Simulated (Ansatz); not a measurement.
# C2H8BGaSi: relaxing the structure

Aim: relax C2H8BGaSi from a cheap starting geometry.

Computed with Ansatz 0.2.0, Gaussian basis. Level: RKS PBE0-D4/def2-TZVP.

The runs, in order: relaxation at PBE0-D4/def2-TZVP.

1 further run of the same task is left out (set aside as unsound or not needed).

## (1) Where the work starts

SMILES `B[Si]1([GaH2])CC1`, 13 atoms, charge 0, spin multiplicity 1.

Atoms are counted from 1 here; the program's logs count them from 0.

Bond lengths: B1–Si2 1.920 Å, B1–H6 1.170 Å, B1–H7 1.168 Å, Si2–Ga3 2.417 Å, Si2–C4 1.955 Å, Si2–C5 1.955 Å, Ga3–H8 1.622 Å, Ga3–H9 1.623 Å, C4–C5 1.473 Å, C4–H10 1.078 Å, C4–H11 1.086 Å, C5–H12 1.078 Å, C5–H13 1.086 Å. Angles: Si2–B1–H6 120.2°, Si2–B1–H7 121.7°, H6–B1–H7 118.1°, B1–Si2–Ga3 146.5°, B1–Si2–C4 115.6°, B1–Si2–C5 115.2°, Ga3–Si2–C4 95.7°, Ga3–Si2–C5 95.3°, C4–Si2–C5 44.3°, Si2–Ga3–H8 116.7°, Si2–Ga3–H9 133.6°, H8–Ga3–H9 109.6°, Si2–C4–C5 67.9°, Si2–C4–H10 119.7°, Si2–C4–H11 114.8°, C5–C4–H10 117.5°, C5–C4–H11 116.4°, H10–C4–H11 113.4° and more.

The start is a GFN2-xTB geometry.

## (2) Relaxation at PBE0-D4/def2-TZVP

The input, in.yaml:

```yaml
crystal:
  periodic: [false, false, false]
  atoms:
    - {symbol: B, position_ang: [-0.902070, 2.290180, -0.102250]}
    - {symbol: Si, position_ang: [-0.397850, 0.476170, 0.275120]}
    - {symbol: Ga, position_ang: [-0.574050, -1.387190, 1.804670]}
    - {symbol: C, position_ang: [0.135890, -0.591330, -1.272800]}
    - {symbol: C, position_ang: [1.296470, -0.096320, -0.513530]}
    - {symbol: H, position_ang: [-1.602970, 2.871500, 0.631760]}
    - {symbol: H, position_ang: [-0.528300, 2.843970, -1.060380]}
    - {symbol: H, position_ang: [0.329820, -2.692010, 1.471960]}
    - {symbol: H, position_ang: [-1.443570, -1.654190, 3.148440]}
    - {symbol: H, position_ang: [-0.010380, -0.201540, -2.267450]}
    - {symbol: H, position_ang: [-0.078670, -1.652350, -1.189510]}
    - {symbol: H, position_ang: [1.935000, 0.626480, -0.995600]}
    - {symbol: H, position_ang: [1.840670, -0.833390, 0.069580]}
basis:
  gaussian: {orbitals: def2-TZVP}
hamiltonian: {xc: pbe0, dispersion: d4}
relax: {f_tol: 0.005, max_steps: 150}
```

Launch:

```console
> ansatz run in.yaml --threads 2 --pin off --events-out ev --progress --plain --max-ram 22528MiB --backend cuda --devices 0, --max-vram 18GiB
```

Before running them: what should the planned runs give, taken together? Wanted: point group; shift from the start; total energy; dispersion term; dipole moment.

The runs gave:

```
                  quantity           value
               point group              Cs
                     steps              12
shift from the start (rms)         0.296 Å
              total energy  -63121.9766 eV
           dispersion term        -269 meV
             dipole moment          1.14 D
```

In words: The atoms moved 0.30 Å (rms) from the start; the bond that changed most is Si2–Ga3, from 2.417 to 2.361 Å. No vibrations were run, so it is not proven to be a minimum. The largest Mulliken charge, -0.27 e, sits on C4.
